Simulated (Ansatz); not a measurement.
**CH2AlBClF: one species, many methods**

The task here is to estimate one member of a computed series from the others.

Method: functionals in def2-TZVPP, the program's frozen cores in correlated methods; program: Ansatz 0.2.0, Gaussian basis.

Plan: LDA (SPW92), PBE-D4, revPBE-D4, BLYP-D4, r2SCAN-D4, B97M-V, PBE0-D4, B3LYP-D4, r2SCANh-D4, r2SCAN0-D4, HSE06-D4, BHLYP-D4, CAM-B3LYP-D4, LC-ωPBE, ωB97X-V, ωB97M-V, B2PLYP, PBE-QIDH; CCSD(T)/def2-SVP; CCSD(T)/def2-TZVPP; MP2/def2-QZVPP; extrapolation to the limit; RPA on PBE.

### The geometry

All runs share one geometry, relaxed beforehand with PBE0-D4 in a triple-zeta def2 set.

7 atoms, charge 0, spin multiplicity 1.

Atoms are counted from 1 here; the program's logs count them from 0.

Bond lengths: F1–C2 1.316 Å, C2–B4 1.351 Å, C2–Al5 1.998 Å, Cl3–Al5 2.091 Å, B4–Al5 2.426 Å, B4–H6 1.173 Å, Al5–H7 1.571 Å. Angles: F1–C2–B4 151.0°, F1–C2–Al5 118.2°, B4–C2–Al5 90.8°, C2–B4–Al5 55.4°, C2–B4–H6 164.4°, Al5–B4–H6 109.0°, C2–Al5–Cl3 111.1°, C2–Al5–B4 33.8°, C2–Al5–H7 127.9°, Cl3–Al5–B4 145.0°, Cl3–Al5–H7 121.0°, B4–Al5–H7 94.1°.

The first run:

Contents of in.yaml:

```yaml
crystal:
  periodic: [false, false, false]
  atoms:
    - {symbol: F, position_ang: [-1.452141, -1.663185, 0.063506]}
    - {symbol: C, position_ang: [-0.949180, -0.460170, 0.242163]}
    - {symbol: Cl, position_ang: [1.734099, -1.810998, -1.289983]}
    - {symbol: B, position_ang: [-1.054205, 0.809841, 0.689480]}
    - {symbol: Al, position_ang: [0.907501, -0.106975, -0.404882]}
    - {symbol: H, position_ang: [-0.849277, 1.932230, 0.963825]}
    - {symbol: H, position_ang: [1.724504, 1.231157, -0.309810]}
basis:
  gaussian: {orbitals: def2-TZVPP}
hamiltonian: {xc: lda}
output: {orbitals: {seedname: orbitals}}
```

Command:

```bash
> ansatz run in.yaml --threads 2 --pin off --events-out ev --progress --plain --max-ram 4352MiB
```

Steps of the session up to this table: LDA; PBE-D4 (GGA); revPBE-D4 (GGA); BLYP-D4 (GGA); r2SCAN-D4 (meta-GGA); B97M-V (meta-GGA); B3LYP-D4 (hybrid); r2SCANh-D4 (hybrid); r2SCAN0-D4 (hybrid); HSE06-D4 (hybrid); BHLYP-D4 (hybrid); CAM-B3LYP-D4 (range-separated); LC-ωPBE (range-separated); ωB97X-V (range-separated); ωB97M-V (range-separated); B2PLYP (double hybrid); PBE-QIDH (double hybrid).

One table of the session follows, with a row left open; its other results are not shown here.

It belongs to the step «Orbital energies across the functionals». 

| functional | HOMO (eV) | LUMO (eV) | gap (eV) |
| --- | --- | --- | --- |
| LDA (SPW92) | -6.48 | -3.28 | 3.19 |
| PBE-D4 | ? | ? | ? |
| revPBE-D4 | -6.22 | -2.91 | 3.31 |
| BLYP-D4 | -6.12 | -2.84 | 3.28 |
| r2SCAN-D4 | -6.51 | -2.76 | 3.75 |
| B97M-V | -6.55 | -2.69 | 3.86 |
| PBE0-D4 | -7.44 | -2.10 | 5.34 |
| B3LYP-D4 | -7.20 | -2.27 | 4.92 |
| r2SCANh-D4 | -6.94 | -2.43 | 4.51 |
| r2SCAN0-D4 | -7.58 | -1.94 | 5.64 |
| HSE06-D4 | -7.04 | -2.47 | 4.56 |
| BHLYP-D4 | -8.42 | -1.06 | 7.36 |
| CAM-B3LYP-D4 | -8.72 | -0.98 | 7.74 |
| LC-ωPBE | -10.08 | 0.15 | 10.23 |
| ωB97X-V | -9.71 | 0.08 | 9.79 |
| ωB97M-V | -9.60 | -0.13 | 9.47 |

**Question.** Estimate the row for PBE-D4.

**Answer.** HOMO (eV): -6.29; LUMO (eV): -3.02; gap (eV): 3.27. In the column «HOMO (eV)» it lies between LDA (SPW92) (-6.48) and revPBE-D4 (-6.22).
